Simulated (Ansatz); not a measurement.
# GeC+ (doublet): from a generated start to a stationary point

Where does this start of GeC+ (doublet) end when it is relaxed?

Method: UKS PBE0/def2-TZVP; program: Ansatz 0.2.0, Gaussian basis.

## (1) Starting geometry

2 atoms, charge 1, spin multiplicity 2.

Atoms are counted from 1 here; the program's logs count them from 0.

Bond lengths: Ge1–C2 1.823 Å.

The start is set by covalent radii. Sticks and bond lists go by distance. No spin-orbit coupling is included. 

## (2) Relaxation

Input file in.yaml:

```yaml
crystal:
  periodic: [false, false, false]
  atoms:
    - {symbol: Ge, position_ang: [0.000000, 0.000000, 0.000000]}
    - {symbol: C, position_ang: [0.000000, 0.000000, 1.822800]}
basis:
  gaussian: {orbitals: def2-TZVP}
total_charge: 1
magnetization: {spin_polarized: true, initial_magnetization: 1}
hamiltonian: {xc: pbe0}
relax: {f_tol: 0.004, max_steps: 80}
```

Command:

```sh
$ ansatz run in.yaml --threads 1 --pin off --events-out ev --progress --plain --max-ram 2176MiB
```

Q: Predict the outcome of this session. Wanted: energy gained; shift from the start; total energy; ⟨S²⟩.

**Answer**, as computed:

```
                  quantity           value
                     steps               5
             energy gained        0.113 eV
shift from the start (rms)         0.060 Å
              total energy  -57532.2295 eV
                      ⟨S²⟩           1.770
```

**Reading.** The bonds of the start are those of the end. Ge1–C2 went from 1.823 to 1.942 Å. The determinant is spin-contaminated (excess 1.02). No vibrations were run, so this is a stationary point, not a proven minimum, and this spin need not be the ground state's.
